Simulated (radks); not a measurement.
# Rb⁴⁺ in [Ar] 3d10 4s2 4p3: an all-electron calculation

One table from this session's results is given with a row withheld; the runs are named, their logs left out.

Method: scalar-relativistic Kohn-Sham, exchange-only LDA, spin-polarised, spherical densities, finite nucleus; open shells are filled with parallel spins first. Code: radks (a radial shooting solver on a logarithmic mesh, Libxc functionals) version 1.

### What is computed

- element: rubidium (Z = 37)
- charge: +4
- electrons: 33
- configuration: [Ar] 3d10 4s2 4p3
- nuclear rms radius: 4.2036 fm

Outer shells as boxes (Hund's rule):

Rb⁴⁺
```
[Ar] core
3d [↑↓][↑↓][↑↓][↑↓][↑↓]
4s [↑↓]
4p [↑ ][↑ ][↑ ]
```

Set-up of the first run:

Settings of this run:

```text
Z 37
configuration [Ar] 3d10 4s2 4p3
relativity scalar-relativistic
functional lda,
spin polarised
nucleus finite rms 4.2036 fm
c 137.035999084
```

Steps of the session up to this table: Self-consistent calculation.

One table of the session follows, with a row left open; its other results are not shown here.

It belongs to the step «Radial structure». Radial moments (bohr):

| level | <r> | outermost maximum (interpolated) | 90 % within | nodes |
| --- | --- | --- | --- | --- |
| 1s up | 0.04034 | 0.0263 | 0.0722 | 0 |
| 1s down | 0.04034 | 0.0263 | 0.0722 | 0 |
| 2s up | 0.1781 | 0.150 | 0.275 | 1 |
| 2s down | 0.1781 | 0.150 | 0.275 | 1 |
| 2p up | 0.1552 | 0.120 | 0.253 | 0 |
| 2p down | 0.1552 | 0.120 | 0.253 | 0 |
| 3s up | 0.5115 | 0.451 | 0.760 | 2 |
| 3s down | 0.5110 | 0.451 | 0.759 | 2 |
| 3p up | 0.5192 | 0.446 | 0.791 | 1 |
| 3p down | 0.5184 | 0.446 | 0.789 | 1 |
| 3d up | 0.5246 | 0.392 | 0.855 | 0 |
| 3d down | 0.5218 | 0.392 | 0.848 | 0 |
| 4s up | 1.363 | 1.22 | 1.98 | 3 |
| 4s down | 1.359 | 1.21 | 1.98 | 3 |
| 4p up | ? | ? | ? | ? |
| 4p down | 1.524 | 1.34 | 2.25 | 2 |

**Question.** Estimate the row for 4p up.

As computed: <r>: 1.516; outermost maximum (interpolated): 1.35; 90 % within: 2.22; nodes: 2. In the column «<r>» it lies between 4s up (1.363) and 4p down (1.524).

To keep in mind: Open shells are spherical and high-spin; term and fine-structure splittings are not resolved.
